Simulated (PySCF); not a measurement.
# A gas-phase reaction: F3HOSi + F → F3OSi + FH

What reaction energy should one expect for `O[Si](F)(F)F` + `[F-]` → `[O-][Si](F)(F)F` + `F`?

Computed with PySCF 2.14.0; each step states its level. No surroundings beyond the atoms listed, unless a continuum is named. Atoms count from 0, parts from 1.

### 1 The system as given

Each species was relaxed by itself at PBE0-D3(BJ)/def2-SVPD.

### 2 Energies of the species: wB97M-D3(BJ)/def2-TZVPD

The job: settings as JSON, then the geometry in Å.

```
{"job": {"kind": "react", "xc": "wB97M-D3(BJ)", "basis": "def2-TZVPD"}, "charge": 0, "multiplicity": 1}
-1 F3HOSi charge 0 multiplicity 1
O      1.174060    -0.060280     0.519310
Si    -0.366200     0.025630     0.022120
F     -0.659460     1.311400    -0.888680
F     -1.287850     0.104210     1.321910
F     -0.809620    -1.249430    -0.841020
H      1.895840    -0.129740    -0.108860

-1 F charge -1 multiplicity 1
F      0.000000     0.000000     0.000000

+1 F3OSi charge -1 multiplicity 1
O      1.545890     0.133660    -0.680830
Si     0.129660     0.010130    -0.065860
F     -0.813070    -1.265020    -0.530940
F     -0.936690     1.248390    -0.313370
F      0.002130    -0.139560     1.574900

+1 FH charge 0 multiplicity 1
F      0.459580    -0.015910     0.014920
H     -0.459580     0.015910    -0.014920
```

With the program's defaults for keys left out, this is: wB97M-D3(BJ)/def2-TZVPD reaction energy of separated species, gas phase.

Started as:

```sh
> OMP_NUM_THREADS=1 python cluster_run.py task.json out
```

The driver reads the jobs from task.json and runs them one after another.

Output:

```text
species 1 (F3HOSi)
coarse grid: 29968 points
cycle   1  E = -665.2424348817  dE =  4.706e-01  |g| = 9.901e-01  |ddm| = 2.066e+00
cycle   2  E = -665.2501060309  dE = -7.671e-03  |g| = 1.063e+00  |ddm| = 1.121e+00
cycle   3  E = -665.4051255674  dE = -1.550e-01  |g| = 4.052e-02  |ddm| = 5.336e-01
cycle   4  E = -665.4054492734  dE = -3.237e-04  |g| = 1.108e-02  |ddm| = 4.396e-02
cycle   5  E = -665.4054790495  dE = -2.978e-05  |g| = 4.065e-03  |ddm| = 1.086e-02
cycle   6  E = -665.4054813399  dE = -2.290e-06  |g| = 1.797e-03  |ddm| = 2.998e-03
final grid: 63320 points
cycle   7  E = -665.4054900907  dE = -2.607e-07  |g| = 1.972e-03  |ddm| = 2.395e-03
cycle   8  E = -665.4054899493  dE =  1.414e-07  |g| = 2.253e-03  |ddm| = 1.622e-03
cycle   9  E = -665.4054905995  dE = -6.502e-07  |g| = 3.550e-05  |ddm| = 8.384e-04
cycle  10  E = -665.4054906002  dE = -6.571e-10  |g| = 2.511e-05  |ddm| = 6.408e-05
converged SCF energy = -665.4054906002

species 2 (F)
coarse grid: 5304 points
cycle   1  E = -99.7735595435  dE = -1.701e-01  |g| = 8.390e-01  |ddm| = 3.042e-01
cycle   2  E = -99.4217741307  dE =  3.518e-01  |g| = 1.736e+00  |ddm| = 1.187e+00
cycle   3  E = -99.9129072191  dE = -4.911e-01  |g| = 3.879e-02  |ddm| = 7.668e-01
cycle   4  E = -99.9130379075  dE = -1.307e-04  |g| = 2.144e-02  |ddm| = 3.124e-02
cycle   5  E = -99.9130976974  dE = -5.979e-05  |g| = 1.450e-03  |ddm| = 8.861e-03
cycle   6  E = -99.9130979605  dE = -2.631e-07  |g| = 2.299e-04  |ddm| = 4.862e-04
final grid: 11608 points
cycle   7  E = -99.9130859017  dE =  1.872e-09  |g| = 2.255e-04  |ddm| = 1.777e-04
cycle   8  E = -99.9130858948  dE =  6.925e-09  |g| = 3.200e-04  |ddm| = 1.966e-04
cycle   9  E = -99.9130859089  dE = -1.404e-08  |g| = 1.900e-06  |ddm| = 1.112e-04
cycle  10  E = -99.9130859089  dE = -1.180e-12  |g| = 7.399e-08  |ddm| = 3.603e-06
converged SCF energy = -99.9130859089

species 3 (F3OSi)
coarse grid: 27496 points
cycle   1  E = -664.6104844739  dE =  2.331e-01  |g| = 1.197e+00  |ddm| = 1.952e+00
cycle   2  E = -664.4612853757  dE =  1.492e-01  |g| = 1.562e+00  |ddm| = 1.633e+00
cycle   3  E = -664.8596293902  dE = -3.983e-01  |g| = 1.716e-01  |ddm| = 9.858e-01
cycle   4  E = -664.8639910473  dE = -4.362e-03  |g| = 4.844e-02  |ddm| = 9.101e-02
cycle   5  E = -664.8643773612  dE = -3.863e-04  |g| = 6.551e-03  |ddm| = 3.819e-02
cycle   6  E = -664.8643916053  dE = -1.424e-05  |g| = 1.485e-03  |ddm| = 1.104e-02
cycle   7  E = -664.8643924546  dE = -8.493e-07  |g| = 4.445e-04  |ddm| = 3.024e-03
final grid: 57952 points
cycle   8  E = -664.8644240639  dE = -2.565e-07  |g| = 3.699e-04  |ddm| = 2.007e-03
cycle   9  E = -664.8644240661  dE = -2.197e-09  |g| = 4.458e-04  |ddm| = 7.307e-04
cycle  10  E = -664.8644240995  dE = -3.343e-08  |g| = 5.574e-05  |ddm| = 2.228e-04
cycle  11  E = -664.8644241012  dE = -1.660e-09  |g| = 2.663e-05  |ddm| = 1.258e-04
cycle  12  E = -664.8644241015  dE = -2.508e-10  |g| = 9.617e-06  |ddm| = 5.013e-05
converged SCF energy = -664.8644241015

species 4 (FH)
coarse grid: 7776 points
cycle   1  E = -100.4688163300  dE = -9.408e-02  |g| = 4.644e-01  |ddm| = 6.197e-01
cycle   2  E = -100.4724972023  dE = -3.681e-03  |g| = 5.038e-01  |ddm| = 3.808e-01
cycle   3  E = -100.5053111815  dE = -3.281e-02  |g| = 2.574e-02  |ddm| = 1.678e-01
cycle   4  E = -100.5053871599  dE = -7.598e-05  |g| = 5.007e-03  |ddm| = 1.077e-02
cycle   5  E = -100.5053918012  dE = -4.641e-06  |g| = 4.334e-04  |ddm| = 3.766e-03
final grid: 16976 points
cycle   6  E = -100.5053936510  dE = -6.400e-08  |g| = 1.064e-04  |ddm| = 8.219e-04
cycle   7  E = -100.5053936544  dE = -3.444e-09  |g| = 8.159e-05  |ddm| = 2.181e-04
cycle   8  E = -100.5053936553  dE = -8.706e-10  |g| = 2.048e-05  |ddm| = 3.744e-05
converged SCF energy = -100.5053936553

Reaction energy = -31.786 kcal/mol
```

It took 25 s on 1 thread of Intel Xeon Platinum 8175M at 2.50GHz, shared host; peak memory 0.69 GiB.

Species by species (with the dispersion term, which the log's SCF energies lack):

| ν | species | energy (Eh) | HOMO (eV) |
| --- | --- | --- | --- |
| -1 | O[Si](F)(F)F | -665.40987 | -13.41 |
| -1 | [F-] | -99.91309 | -2.89 |
| +1 | [O-][Si](F)(F)F | -664.86798 | -5.22 |
| +1 | F | -100.50563 | -14.54 |

### 3 Energies of the species: PBE0-D3(BJ)/def2-TZVPD

The job, as its differences from that of step 2:

```diff
@@ -1,2 +1,2 @@
-{"job": {"kind": "react", "xc": "wB97M-D3(BJ)", "basis": "def2-TZVPD"}, "charge": 0, "multiplicity": 1}
+{"job": {"kind": "react", "xc": "PBE0", "basis": "def2-TZVPD", "disp": "d3bj"}, "charge": 0, "multiplicity": 1}
 -1 F3HOSi charge 0 multiplicity 1
```

Level: PBE0-D3(BJ)/def2-TZVPD reaction energy of separated species, gas phase.

Output:

```text
species 1 (F3HOSi)
coarse grid: 6592 points
cycle   1  E = -664.6315783990  dE =  5.485e-01  |g| = 1.046e+00  |ddm| = 2.164e+00
cycle   2  E = -664.4500071743  dE =  1.816e-01  |g| = 1.525e+00  |ddm| = 1.393e+00
cycle   3  E = -664.8010059186  dE = -3.510e-01  |g| = 4.361e-02  |ddm| = 8.413e-01
cycle   4  E = -664.8011195107  dE = -1.136e-04  |g| = 3.878e-02  |ddm| = 4.349e-02
cycle   5  E = -664.8013476216  dE = -2.281e-04  |g| = 5.742e-03  |ddm| = 1.932e-02
cycle   6  E = -664.8013523473  dE = -4.726e-06  |g| = 6.353e-04  |ddm| = 3.002e-03
final grid: 63320 points
cycle   7  E = -664.8106794132  dE = -4.465e-05  |g| = 5.810e-03  |ddm| = 2.324e-02
cycle   8  E = -664.8106722048  dE =  7.208e-06  |g| = 8.790e-03  |ddm| = 6.479e-03
cycle   9  E = -664.8106843316  dE = -1.213e-05  |g| = 3.014e-04  |ddm| = 4.088e-03
cycle  10  E = -664.8106843437  dE = -1.208e-08  |g| = 1.299e-04  |ddm| = 2.203e-04
cycle  11  E = -664.8106843459  dE = -2.214e-09  |g| = 3.452e-05  |ddm| = 8.143e-05
cycle  12  E = -664.8106843461  dE = -1.576e-10  |g| = 4.851e-06  |ddm| = 1.543e-05
converged SCF energy = -664.8106843461

species 2 (F)
coarse grid: 1088 points
cycle   1  E = -99.6480299908  dE = -8.108e-02  |g| = 8.599e-01  |ddm| = 3.156e-01
cycle   2  E = -97.8823061729  dE =  1.766e+00  |g| = 3.110e+00  |ddm| = 2.037e+00
cycle   3  E = -99.7922027745  dE = -1.910e+00  |g| = 7.027e-02  |ddm| = 1.718e+00
cycle   4  E = -99.7924511220  dE = -2.483e-04  |g| = 5.277e-02  |ddm| = 6.585e-02
cycle   5  E = -99.7928802840  dE = -4.292e-04  |g| = 8.706e-03  |ddm| = 1.832e-02
cycle   6  E = -99.7928921043  dE = -1.182e-05  |g| = 1.037e-03  |ddm| = 3.146e-03
cycle   7  E = -99.7928922756  dE = -1.713e-07  |g| = 4.564e-06  |ddm| = 4.256e-04
final grid: 11608 points
cycle   8  E = -99.7963210859  dE = -3.387e-06  |g| = 9.094e-04  |ddm| = 3.670e-03
cycle   9  E = -99.7963207951  dE =  2.908e-07  |g| = 1.611e-03  |ddm| = 9.527e-04
cycle  10  E = -99.7963211908  dE = -3.957e-07  |g| = 1.338e-04  |ddm| = 7.234e-04
cycle  11  E = -99.7963211937  dE = -2.821e-09  |g| = 9.473e-06  |ddm| = 6.123e-05
cycle  12  E = -99.7963211937  dE = -1.553e-11  |g| = 5.050e-07  |ddm| = 4.784e-06
converged SCF energy = -99.7963211937

species 3 (F3OSi)
coarse grid: 5968 points
cycle   1  E = -663.9875675494  dE =  3.747e-01  |g| = 1.247e+00  |ddm| = 2.056e+00
cycle   2  E = -663.1951294456  dE =  7.924e-01  |g| = 2.323e+00  |ddm| = 2.240e+00
cycle   3  E = -664.2216940272  dE = -1.027e+00  |g| = 4.376e-01  |ddm| = 1.745e+00
cycle   4  E = -664.2549029559  dE = -3.321e-02  |g| = 7.005e-02  |ddm| = 2.412e-01
cycle   5  E = -664.2555104792  dE = -6.075e-04  |g| = 1.181e-02  |ddm| = 4.329e-02
cycle   6  E = -664.2555383319  dE = -2.785e-05  |g| = 1.182e-03  |ddm| = 8.720e-03
cycle   7  E = -664.2555385724  dE = -2.405e-07  |g| = 3.333e-04  |ddm| = 1.065e-03
final grid: 57952 points
cycle   8  E = -664.2645926722  dE = -3.229e-05  |g| = 7.646e-03  |ddm| = 2.384e-02
cycle   9  E = -664.2645628827  dE =  2.979e-05  |g| = 1.494e-02  |ddm| = 1.149e-02
cycle  10  E = -664.2646021622  dE = -3.928e-05  |g| = 6.775e-04  |ddm| = 8.147e-03
cycle  11  E = -664.2646022270  dE = -6.473e-08  |g| = 2.984e-04  |ddm| = 5.526e-04
cycle  12  E = -664.2646022391  dE = -1.212e-08  |g| = 3.547e-05  |ddm| = 1.332e-04
cycle  13  E = -664.2646022392  dE = -1.509e-10  |g| = 7.676e-06  |ddm| = 2.361e-05
converged SCF energy = -664.2646022392

species 4 (FH)
coarse grid: 1712 points
cycle   1  E = -100.3541259744  dE = -3.605e-02  |g| = 4.957e-01  |ddm| = 6.253e-01
cycle   2  E = -100.3146065614  dE =  3.952e-02  |g| = 7.430e-01  |ddm| = 5.125e-01
cycle   3  E = -100.3938500031  dE = -7.924e-02  |g| = 2.284e-02  |ddm| = 2.892e-01
cycle   4  E = -100.3939255630  dE = -7.556e-05  |g| = 4.205e-03  |ddm| = 9.787e-03
cycle   5  E = -100.3939275469  dE = -1.984e-06  |g| = 3.556e-04  |ddm| = 1.247e-03
final grid: 16976 points
cycle   6  E = -100.3948397360  dE = -1.858e-05  |g| = 3.999e-03  |ddm| = 7.526e-03
cycle   7  E = -100.3948378090  dE =  1.927e-06  |g| = 5.501e-03  |ddm| = 3.354e-03
cycle   8  E = -100.3948419015  dE = -4.092e-06  |g| = 9.905e-05  |ddm| = 2.014e-03
cycle   9  E = -100.3948419028  dE = -1.273e-09  |g| = 1.775e-05  |ddm| = 3.916e-05
cycle  10  E = -100.3948419028  dE = -4.701e-11  |g| = 3.060e-06  |ddm| = 1.024e-05
converged SCF energy = -100.3948419028

Reaction energy = -32.678 kcal/mol
```

Run time: 15 s. Hardware: 1 thread of Intel Xeon Platinum 8175M at 2.50GHz, shared host; peak memory 0.63 GiB.

Reaction energy at this level: -32.68 kcal/mol.

### 4 Comparing the runs

Energies in kcal/mol, with wall time:

| run | reaction | time |
| --- | --- | --- |
| wB97M-D3(BJ)/def2-TZVPD | -31.79 | 25 s |
| PBE0-D3(BJ)/def2-TZVPD | -32.68 | 15 s |

### 5 Summary of results

| quantity | value |
| --- | --- |
| reaction energy (wB97M-D3(BJ)/def2-TZVPD) | -31.79 kcal/mol |
| ΔH, ΔG at 298 K (xTB thermal terms) | -33.0, -33.3 kcal/mol |
| range of the reaction energy over the runs of this table | -32.68 to -31.79 kcal/mol |

The reaction is exothermic by 33.0 kcal/mol in the gas phase; dispersion gives +0.37, and xTB itself gave -36.82 for the electronic energy (xTB energies and thermal terms come from the earlier relaxation of each species, not shown). No barrier was sought. The reaction energy runs from -32.68 (PBE0-D3(BJ)/def2-TZVPD) to -31.79 kcal/mol (wB97M-D3(BJ)/def2-TZVPD).
